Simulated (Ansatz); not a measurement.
**MP2/def2-SVP (core potential) run of SnHCl3O (SMILES [OH][Sn]([Cl])([Cl])[Cl])**

Aim: the electronic atomisation energy of SnHCl3O at MP2/def2-SVP (core potential), from 5 runs. 

The results are computed with Ansatz 0.2.0.

80 further runs of the same task are left out: 6 that didn't finish, 74 set aside as unsound or not needed.

## 1. Starting point

SnHCl3O: 6 atoms, total charge 0, spin state singlet. SMILES: `[OH][Sn]([Cl])([Cl])[Cl]`. Geometry: relaxed at PBE0-D4/def2-TZVP.

Bond lengths: O1–Sn2 1.932 Å, Sn2–Cl3 2.281 Å, Sn2–Cl4 2.296 Å, Sn2–Cl5 2.296 Å, O1–H6 0.962 Å. Angles: O1–Sn2–Cl3 106.3°, O1–Sn2–Cl4 110.7°, O1–Sn2–Cl5 110.6°, Cl3–Sn2–Cl4 110.5°, Cl3–Sn2–Cl5 110.6°, Cl4–Sn2–Cl5 108.2°, Sn2–O1–H6 113.2°.

## 2. The energy at MP2/def2-SVP (core potential)

File run.yaml:

```yaml
crystal:
  periodic: [false, false, false]
  atoms:
    - {symbol: O, position_ang: [-0.674300, 0.477500, 1.363600]}
    - {symbol: Sn, position_ang: [0.251900, -0.201000, -0.189900]}
    - {symbol: Cl, position_ang: [1.931200, -1.529700, 0.595300]}
    - {symbol: Cl, position_ang: [-1.175400, -1.411300, -1.519500]}
    - {symbol: Cl, position_ang: [1.105000, 1.525900, -1.439200]}
    - {symbol: H, position_ang: [-1.396100, 1.074500, 1.143600]}
basis:
  gaussian:
    orbitals: def2-SVP
correlation:
  method: mp2
  frozen_orbitals: {Cl: 5, H: 0, O: 1, Sn: 4}
accuracy: high
```

Launch:

```
ansatz run run.yaml --threads 1 --pin off --max-ram 3480MiB --events-out events.jsonl --progress --plain --runs-dir runs
```

Log:

```text
Warning: RAYON_NUM_THREADS=1 ignored (pool sized by the plan → 1); use --threads N
Functional definition: HF
  name "HF"
  exchange = exact_x
  correlation = 0
2082 factors; integrals over basis functions are off by at most 3.4e-9 eV
mean field evaluation 1: about -45356.5157 eV, gradient 3.8e1 eV
mean field evaluation 2: about -45356.6372 eV, gradient 3.8e1 eV
mean field evaluation 4: about -45359.8162 eV, gradient 2.4e0 eV
mean field evaluation 8: about -45359.8453 eV, gradient 1.8e-4 eV
mean field -45359.84529343 eV, -1666.9435685262 hartree, gradient 1.6e-8 eV, S^2 0.000000; 0 other end points of the search recorded, 0 dependent functions left out
20 core orbitals not correlated: weight in the atoms' cores, before any rotation towards them, 1.000 or more for the frozen orbitals, at most 0.000 for the correlated occupied ones
reference -45359.84529343 eV, -1666.9435685262 hartree; 21, 21 occupied and 58, 58 virtual orbitals, 2082 factors
second order -18.65717906 eV of doubles, -0.00000000 eV of singles
Total energy: -45378.50247249 eV, -1667.6292072104 hartree
```

Wall time 5.7 s (1 thread of Arm Neoverse V1, shared host); peak memory 0.35 GiB.

## 3. The Cl atom at the same level

File in.yaml:

```yaml
crystal:
  periodic: [false, false, false]
  atoms:
    - {symbol: Cl, position_ang: [0.000000, 0.000000, 0.000000]}
basis:
  gaussian:
    orbitals: def2-SVP
accuracy: high
correlation:
  method: mp2
  frozen_orbitals: {Cl: 5}
magnetization:
  spin_polarized: true
  initial_magnetization: 1
```

Run the same way, it converges to -459.42824 Eh (log not shown).

## 4. The H atom: a single-point energy at UHF/def2-SVP

File molecule.yaml:

```yaml
crystal:
  periodic: [false, false, false]
  atoms:
    - symbol: H
      position_ang: [0.000000, 0.000000, 0.000000]
basis:
  gaussian:
    orbitals: def2-SVP
magnetization:
  spin_polarized: true
  initial_magnetization: 1
hamiltonian:
  xc: hf
accuracy: high
```

Run the same way, it converges to -0.49928 Eh (log not shown).

## 5. The O atom at the same level

File molecule.yaml:

```yaml
crystal:
  periodic: [false, false, false]
  atoms:
    - {symbol: O, position_ang: [0.000000, 0.000000, 0.000000]}
basis:
  gaussian:
    orbitals: def2-SVP
magnetization:
  spin_polarized: true
  initial_magnetization: 2
correlation:
  method: mp2
  frozen_orbitals: {O: 1}
accuracy: high
```

Run the same way, it converges to -74.82140 Eh (log not shown).

## 6. The Sn atom, same level

File input.yaml:

```yaml
basis:
  gaussian:
    orbitals: def2-SVP
crystal:
  periodic: [false, false, false]
  atoms:
    - symbol: Sn
      position_ang: [0.000000, 0.000000, 0.000000]
accuracy: high
magnetization:
  spin_polarized: true
  initial_magnetization: 2
correlation:
  method: mp2
  frozen_orbitals: {Sn: 4}
```

Launch:

```
ansatz run input.yaml --threads 1 --pin off --max-ram 3480MiB --events-out events.jsonl --progress --plain --runs-dir runs
```

Log:

```text
Warning: RAYON_NUM_THREADS=1 ignored (pool sized by the plan → 1); use --threads N
[... 4 set-up lines as earlier in the session ...]
223 factors; integrals over basis functions are off by at most 2.0e-9 eV
mean field evaluation 1: about -5805.0017 eV, gradient 3.3e0 eV
mean field evaluation 2: about -5805.0086 eV, gradient 3.3e0 eV
mean field evaluation 4: about -5805.1720 eV, gradient 9.6e-2 eV
mean field evaluation 8: about -5805.1719 eV, gradient 7.8e-9 eV
mean field evaluation 16: about -5805.1719 eV, gradient 4.7e-4 eV
mean field evaluation 32: about -5805.1717 eV, gradient 1.4e-1 eV
mean field -5805.17192633 eV, -213.3361334058 hartree, gradient 2.6e-8 eV, S^2 2.009582; 3 other end points of the search recorded, 0 dependent functions left out
4 core orbitals not correlated: weight in the atoms' cores, before any rotation towards them, 1.000 or more for the frozen orbitals, at most 0.000 for the correlated occupied ones
reference -5805.17192633 eV, -213.3361334058 hartree; 8, 6 occupied and 14, 16 virtual orbitals, 223 factors
second order -1.52760676 eV of doubles, -0.00000000 eV of singles
Total energy: -5806.69953309 eV, -213.3922719188 hartree
```

Wall time 0.18 s (1 thread of Arm Neoverse V1, shared host).

## 7. Results

Level: MP2/def2-SVP (core potential), 20 core orbitals frozen.

| quantity | value |
| --- | --- |
| molecule: total energy | -1667.62921 Eh |
| molecule: correlation energy (20 core orbitals frozen) | -685.6 mEh |
| Cl atom: total energy | -459.42824 Eh |
| Cl atom: correlation energy (5 core orbitals frozen) | -108.9 mEh |
| Cl atom: ⟨S²⟩ of the reference determinant | 0.755 |
| H atom: total energy | -0.49928 Eh |
| H atom: ⟨S²⟩ | 0.750 |
| O atom: total energy | -74.82140 Eh |
| O atom: correlation energy (1 core orbital frozen) | -101.3 mEh |
| O atom: ⟨S²⟩ of the reference determinant | 2.005 |
| Sn atom: total energy | -213.39227 Eh |
| Sn atom: correlation energy (4 core orbitals frozen) | -56.1 mEh |
| Sn atom: ⟨S²⟩ of the reference determinant | 2.010 |
| electronic atomisation energy | 17.185 eV |

What this shows: Taking the molecule apart into free atoms costs 17.18 eV (396 kcal/mol), before zero-point energy and without spin-orbit coupling.
